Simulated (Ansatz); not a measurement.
Ta3N:

```
Ta N
1.0
     3.03222    0.00000    0.00000
    -1.51611    2.62598    0.00000
     0.00000    0.00000    7.52414
Ta N
3 1
Direct
  0.66667 0.33333 0.82607
  0.33333 0.66667 0.17393
  0.00000 0.00000 0.50000
  0.00000 0.00000 0.00000
```

The cell comes from a database or a generator and needn't be the stable form of this composition.

Base run:

- Program: Ansatz 0.2.0
- Functional: PBE
- Potentials or basis: Ansatz PAW
- Cutoff: 420 eV (not typed: the program's choice for these potentials)
- k mesh: 10 × 10 × 4
- Occupations: fermi-dirac, width 0.05 eV
- Spin: no spin polarisation
- Hubbard terms: Ta d U = 5 eV

Its results: band gap on the k mesh none (metal or under the smearing width); pressure 4.1 GPa; largest force 0.021 eV/Å.

Q: The run is repeated on the same cell with these changes: hubbard terms from Ta d U = 5 eV to Ta d U = 1 eV. What comes out?

A: Band gap on the k mesh none (metal or under the smearing width); pressure 0.0 GPa; largest force 0.096 eV/Å.

Caveats: U without spin polarisation on a metal has little footing; the density of states is complete only up to the lowest level of the last band computed.
